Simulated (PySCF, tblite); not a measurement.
# C₆H₁₅AlSi: geometry, infrared bands and NMR shifts

What infrared bands and NMR shifts should C₆H₁₅AlSi (`[SiH3]CC1C[CH2][AlH][CH2]C1`) show?

Programs: tblite 0.8.0 and PySCF 2.14.0, with density-fitted response routines of our own. Each step states its level of theory. These are calculated values for one molecule in the gas phase, unless marked as measured. Atoms count from 0, in the outputs and in this text.

### 1 Starting geometry

23 atoms, charge 0, multiplicity 1; geometry from: force field or distance geometry start.

Bonds of the start (Å): Si0–C1 1.86, C1–C2 1.55, C2–C3 1.51, C3–C4 1.55, C4–Al5 1.99, Al5–C6 2.01, C6–C7 1.53, C7–C2 1.50, Si0–H8 1.46, Si0–H9 1.47, Si0–H10 1.49, C1–H11 1.09, C1–H12 1.11, C2–H13 1.10, C3–H14 1.08, C3–H15 1.12, C4–H16 1.10, C4–H17 1.10, Al5–H18 1.61, C6–H19 1.09, C6–H20 1.10, C7–H21 1.13, C7–H22 1.10.

### 2 Relaxing the molecule with GFN2-xTB

Job settings and geometry (Å):

```
{"job": {"kind": "relax", "xc": "GFN2-xTB", "basis": "xTB"}, "charge": 0, "multiplicity": 1}
Si    -2.840300     0.144100     0.644800
C     -1.582500     0.428400    -0.693200
C     -0.222200    -0.204300    -0.310900
C      0.651100     0.126100    -1.492000
C      1.920300    -0.754700    -1.519500
Al     2.657100    -0.563400     0.320100
C      1.256700    -0.309900     1.740700
C      0.134600     0.425900     1.007200
H     -4.181300     0.146900     0.057600
H     -2.604200    -1.142200     1.308500
H     -2.803600     1.221400     1.671500
H     -1.478600     1.489800    -0.937900
H     -1.953500    -0.075700    -1.611700
H     -0.433900    -1.278300    -0.198900
H      0.065800     0.076000    -2.400500
H      1.068200     1.162200    -1.357700
H      1.673000    -1.805400    -1.743100
H      2.568800    -0.292000    -2.278300
H      3.942700     0.399000     0.438900
H      0.955300    -1.262800     2.174400
H      1.678400     0.335700     2.527900
H     -0.768400     0.243600     1.669100
H      0.291500     1.516600     0.992900
```

The run is started by

```sh
> OMP_NUM_THREADS=1 python probes_run.py task.json out
```

One launch serves the whole session: the jobs run in the order shown.

**Question.** This job is followed by: GFN2-xTB harmonic vibrations, gas phase; GIAO PBE0/pcSseg-1 NMR shielding, non-relativistic, gas phase. Predict these results of the whole session: strongest single infrared mode (GFN2-xTB); zero-point energy (GFN2-xTB); ¹³C shifts against TMS (PBE0/pcSseg-1, means over atoms taken as alike); ¹H shifts against TMS (PBE0/pcSseg-1, means over atoms taken as alike); ²⁹Si shifts against TMS (PBE0/pcSseg-1); ²⁷Al shifts against AlH4- (PBE0/pcSseg-1); surface potential, 1st and 99th percentile.

The runs gave:

| quantity | value |
| --- | --- |
| strongest single infrared mode (GFN2-xTB) | 1794 cm⁻¹, 587 km/mol |
| zero-point energy (GFN2-xTB) | 114.7 kcal/mol |
| ¹³C shifts against TMS (PBE0/pcSseg-1, means over atoms taken as alike) | 48.3, 41.8, 20.9, 19.1 ppm |
| ¹H shifts against TMS (PBE0/pcSseg-1, means over atoms taken as alike) | 5.65, 3.89, 2.32, 1.31, 1.20, 0.97, 0.78, 0.77 ppm |
| ²⁹Si shifts against TMS (PBE0/pcSseg-1) | -71.8 ppm |
| ²⁷Al shifts against AlH4- (PBE0/pcSseg-1) | 231.8 ppm |
| surface potential, 1st and 99th percentile | -0.58 V and 2.63 V |

What this shows: The optimisation took 108 steps and gained 0.790 eV; among the close pairs (by a distance rule), Al5–H18 changed most, from 1.610 to 1.544 Å. No mode is imaginary among the 63: a minimum at this level. The strongest single mode, at 1794 cm⁻¹, moves mainly H18. GFN2-xTB is a fitted tight-binding method: band positions and strengths are rough. Its intensities can rank the bands wrongly. At PBE0/pcSseg-1: Shielding is most anisotropic at Al5 (span 192 ppm, paramagnetic term -536 ppm). By nearest atom (PBE0/pcSseg-1), the HOMO sits on C4, C6 about 22 % each; Al5 15 % and the LUMO on Al5 49 %; H18 19 %.
